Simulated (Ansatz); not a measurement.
**C₄H₆F₄: basis-set convergence**

An exercise on one series of results from a longer session: the logs are not shown, and one member is left open.

Method: one geometry, several basis sets; program: Ansatz 0.2.0, Gaussian basis.

The runs, in order: PBE0-D4/def2-SVP; ωB97M-V/def2-SVP; PBE0-D4/def2-QZVPP; ωB97M-V/def2-QZVPP; the functionals' def2-TZVPP values are taken from earlier runs.

**The geometry**

An earlier PBE0-D4 in a triple-zeta def2 set relaxation fixed the geometry.

SMILES `CC(F)(CF)C(F)F`, 14 atoms, charge 0, spin multiplicity 1.

Atoms are counted from 1 here; the program's logs count them from 0.

Bond lengths: C1–C2 1.510 Å, C1–H9 1.089 Å, C1–H10 1.091 Å, C1–H11 1.091 Å, C2–F3 1.388 Å, C2–C4 1.512 Å, C2–C6 1.527 Å, C4–F5 1.377 Å, C4–H12 1.093 Å, C4–H13 1.093 Å, C6–F7 1.351 Å, C6–F8 1.357 Å, C6–H14 1.092 Å. Angles: C2–C1–H9 109.6°, C2–C1–H10 110.7°, C2–C1–H11 110.0°, H9–C1–H10 108.7°, H9–C1–H11 108.8°, H10–C1–H11 109.0°, C1–C2–F3 109.1°, C1–C2–C4 111.1°, C1–C2–C6 112.4°, F3–C2–C4 108.0°, F3–C2–C6 105.3°, C4–C2–C6 110.7°, C2–C4–F5 110.9°, C2–C4–H12 110.2°, C2–C4–H13 108.9°, F5–C4–H12 108.5°, F5–C4–H13 108.4°, H12–C4–H13 110.0° and more.

Set-up of the first run:

File in.yaml:

```yaml
crystal:
  periodic: [false, false, false]
  atoms:
    - {symbol: C, position_ang: [-1.026199, 0.556143, -0.881041]}
    - {symbol: C, position_ang: [0.264947, 0.123582, -0.229395]}
    - {symbol: F, position_ang: [1.325732, 0.455006, -1.060707]}
    - {symbol: C, position_ang: [0.470447, 0.827778, 1.093181]}
    - {symbol: F, position_ang: [1.596172, 0.356608, 1.731609]}
    - {symbol: C, position_ang: [0.348839, -1.391074, -0.053226]}
    - {symbol: F, position_ang: [0.101237, -2.011912, -1.226797]}
    - {symbol: F, position_ang: [-0.600202, -1.789987, 0.831409]}
    - {symbol: H, position_ang: [-1.091119, 0.131389, -1.881860]}
    - {symbol: H, position_ang: [-1.883875, 0.215268, -0.299810]}
    - {symbol: H, position_ang: [-1.058513, 1.644088, -0.958499]}
    - {symbol: H, position_ang: [-0.390869, 0.664568, 1.745349]}
    - {symbol: H, position_ang: [0.601746, 1.897250, 0.908435]}
    - {symbol: H, position_ang: [1.328758, -1.707708, 0.310250]}
basis:
  gaussian: {orbitals: def2-SVP}
hamiltonian: {xc: pbe0, dispersion: d4}
output: {orbitals: {seedname: orbitals}}
```

Run with:

```sh
$ ansatz run in.yaml --threads 2 --pin off --events-out ev --progress --plain --max-ram 32768MiB --backend cpu
```

Among the steps run: PBE0-D4 in def2-SVP; ωB97M-V in def2-SVP; PBE0-D4 in def2-QZVPP; ωB97M-V in def2-QZVPP.

One of the session's tables, all rows but one given; the rest of the session is left out.

It belongs to the step «Density functionals: the series». 

```
functional       basis  HOMO (eV)  LUMO (eV)
   PBE0-D4    def2-SVP      -9.26       1.82
   PBE0-D4  def2-TZVPP          ?          ?
   PBE0-D4  def2-QZVPP      -9.44       0.68
   ωB97M-V    def2-SVP     -11.63       3.46
   ωB97M-V  def2-TZVPP     -11.79       2.64
   ωB97M-V  def2-QZVPP     -11.83       1.77
```

Q: Estimate the row for PBE0-D4, def2-TZVPP from the others.

As computed: HOMO (eV): -9.40; LUMO (eV): 1.22. In the column «HOMO (eV)» it lies between PBE0-D4, def2-QZVPP (-9.44) and PBE0-D4, def2-SVP (-9.26).
